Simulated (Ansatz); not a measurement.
# BH4InS3: the cost of one run

Program: Ansatz 0.2.0. Level of theory: RKS revPBE/def2-SVP. These are calculated values, not measurements.

**1. The structure to begin with**

Bond lengths: B1–In2 2.468 Å, In2–S3 1.966 Å, S3–S4 2.132 Å, S4–S5 2.160 Å, B1–H6 1.220 Å, B1–H7 1.192 Å, In2–H8 1.691 Å, S3–H8 1.515 Å, S5–H9 1.367 Å. Angles: B1–In2–S3 94.7°, B1–In2–H8 99.0°, S3–In2–H8 48.2°, In2–B1–H6 108.9°, In2–B1–H7 88.2°, H6–B1–H7 116.0°, In2–S3–S4 142.5°, In2–S3–H8 56.4°, S4–S3–H8 135.1°, S3–S4–S5 90.2°, S4–S5–H9 96.0°, In2–H8–S3 75.4°.

Structure file:

```xyz
9

B    -1.3584   -1.1420   -0.9133
In    0.7010   -2.1138    0.0374
S     1.6117   -0.3842    0.2510
S     1.6530    1.6105   -0.5015
S     0.2098    2.2099    0.9903
H    -1.0545   -0.2501   -1.6881
H    -1.6598   -0.7973    0.1870
H     0.8834   -1.0935    1.3741
H    -0.8977    1.9142    0.2461
```

**2. Relaxing end A**

File input.yaml:

```yaml
crystal:
  periodic: [false, false, false]
  atoms:
    - { symbol: B, position_ang: [-1.3584, -1.142, -0.9133] }
    - { symbol: In, position_ang: [0.701, -2.1138, 0.0374] }
    - { symbol: S, position_ang: [1.6117, -0.3842, 0.251] }
    - { symbol: S, position_ang: [1.653, 1.6105, -0.5015] }
    - { symbol: S, position_ang: [0.2098, 2.2099, 0.9903] }
    - { symbol: H, position_ang: [-1.0545, -0.2501, -1.6881] }
    - { symbol: H, position_ang: [-1.6598, -0.7973, 0.187] }
    - { symbol: H, position_ang: [0.8834, -1.0935, 1.3741] }
    - { symbol: H, position_ang: [-0.8977, 1.9142, 0.2461] }
basis:
  gaussian: { orbitals: def2-SVP }
hamiltonian:
  xc: revpbe
relax:
  f_tol: 0.02
  max_steps: 50
```

Started as:

```sh
ansatz run input.yaml --threads 2 --pin off --max-ram 3072MiB --backend cpu --events-out ev --progress --plain --runs-dir out
```

**Question.** How long does this run take on 2 threads of AMD EPYC 9R45 (Zen 5), shared host, and how much memory does it need?

About 43 s, with a peak of 0.19 GiB.
